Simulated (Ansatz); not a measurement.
This was printed by a script on Ansatz 0.2.0, Python API, for a single point from an input typed as a dict of Sn₄SF₆, space group R3. What did the script look like? Level of theory: PBEsol, PAW, the default cutoff (420 eV here), 3×3×3 k-points, fixed occupations.

```yaml
crystal:
  lattice:
    - [4.42759, 2.55627, 3.29676]
    - [-4.42759, 2.55627, 3.29676]
    - [0.00000, -5.11254, 3.29676]
  atoms:
    - { symbol: Sn, position: [0.49911, 0.00763, 0.00475] }
    - { symbol: Sn, position: [0.00475, 0.49911, 0.00763] }
    - { symbol: Sn, position: [0.00763, 0.00475, 0.49911] }
    - { symbol: Sn, position: [0.50942, 0.50942, 0.50942] }
    - { symbol: S, position: [0.07976, 0.07976, 0.07976] }
    - { symbol: F, position: [0.61052, 0.86710, 0.30242] }
    - { symbol: F, position: [0.30242, 0.61052, 0.86710] }
    - { symbol: F, position: [0.86710, 0.30242, 0.61052] }
    - { symbol: F, position: [0.32908, 0.19830, 0.58350] }
    - { symbol: F, position: [0.58350, 0.32908, 0.19830] }
    - { symbol: F, position: [0.19830, 0.58350, 0.32908] }
```

Running `python run_deck.py` prints:
```text
DeckWarning: basis.ecutwfc = 420 eV, auto-derived from the records' recommended cutoffs: set by Sn (normal level)
converged          True
n_iterations       8
n_electrons        104.0
n_kpoints          6
n_pw               4373
n_symmetry_ops     3
free_energy_ev     -29490.32331802232
fermi_energy_ev    4.554659580994566
forces (eV/A)
  Sn   -0.0471   -0.2966    0.2197
  Sn    0.2804    0.1075    0.2197
  Sn   -0.2333    0.1891    0.2197
  Sn   -0.0000    0.0000   -0.3868
  S    -0.0000   -0.0000    0.0665
  F    -0.1132    0.1551   -0.0911
  F    -0.0777   -0.1756   -0.0911
  F     0.1909    0.0205   -0.0911
  F    -0.1039    0.0544   -0.0218
  F     0.0049   -0.1171   -0.0218
  F     0.0990    0.0628   -0.0218
stress xx yy zz yz xz xy (GPa, compression positive): -2.751 -2.751 -3.052 0.000 -0.000 -0.000
P = -28.51 kbar
```
(Warnings from the package without file and line, repeats left out.)

The script that was run (others could print the same):

The script, `run_deck.py`:
```python
'''Sn4SF6 from an input typed as a mapping.'''

import ansatz as az
import numpy as np

settings = {
    'crystal': {
        'lattice': [
            [4.427587, 2.556268, 3.296757],
            [-4.427587, 2.556268, 3.296757],
            [0.0, -5.112537, 3.296757],
        ],
        'atoms': [
            {'symbol': 'Sn', 'position': [0.499114, 0.007634, 0.004753]},
            {'symbol': 'Sn', 'position': [0.004753, 0.499114, 0.007634]},
            {'symbol': 'Sn', 'position': [0.007634, 0.004753, 0.499114]},
            {'symbol': 'Sn', 'position': [0.509421, 0.509421, 0.509421]},
            {'symbol': 'S', 'position': [0.079762, 0.079762, 0.079762]},
            {'symbol': 'F', 'position': [0.610521, 0.8671, 0.302421]},
            {'symbol': 'F', 'position': [0.302421, 0.610521, 0.8671]},
            {'symbol': 'F', 'position': [0.8671, 0.302421, 0.610521]},
            {'symbol': 'F', 'position': [0.329079, 0.198303, 0.583501]},
            {'symbol': 'F', 'position': [0.583501, 0.329079, 0.198303]},
            {'symbol': 'F', 'position': [0.198303, 0.583501, 0.329079]},
        ],
    },
    'kpoints': {'mp_grid': {'grid': [3, 3, 3]}},
    'hamiltonian': {'xc': 'pbesol'},
    'scf': {'occupations': {'method': 'fixed'}},
    'output': {'forces': True, 'stress': True},
}

planned = az.Session.from_dict(settings).plan(threads=1, pin='off')
out = planned.execute()
rep = out.report

for key in ('converged', 'n_iterations', 'n_electrons', 'n_kpoints', 'n_pw', 'n_symmetry_ops', 'free_energy_ev', 'fermi_energy_ev'):
    print(f'{key:18s} {rep[key]}')

# forces in eV per angstrom
print('forces (eV/A)')
for site, force in zip(out.lattice.sites, rep['forces_ev_ang']):
    print(f'  {site.symbol:2s} {force[0]:9.4f} {force[1]:9.4f} {force[2]:9.4f}')

# pressure is a third of the trace
sigma = rep['stress_gpa']
voigt = [sigma[0][0], sigma[1][1], sigma[2][2], sigma[1][2], sigma[0][2], sigma[0][1]]
print('stress xx yy zz yz xz xy (GPa, compression positive):', ' '.join(f'{s:.3f}' for s in voigt))
print('P =', round(10 * float(np.mean(voigt[:3])), 2), 'kbar')
```

Reading the output:
- Total energies depend on the potentials; only differences at equal settings carry meaning. A total without «per atom» is that of the cell as typed.
- With fixed filling the reported Fermi level is the top filled level among the k-points of the SCF.
- Only differences from the Fermi energy are physical; the zero of the scale is a convention.
- This cell is a computed structure, which may not be the phase found in nature.
- The whole script took 6.4 s on 1 thread of Intel(R) Xeon(R) Platinum 8488C (Sapphire Rapids), with other jobs on the host, peak memory 0.51 GiB.

(Lines on the test bed's own set-up are left out of the output.)
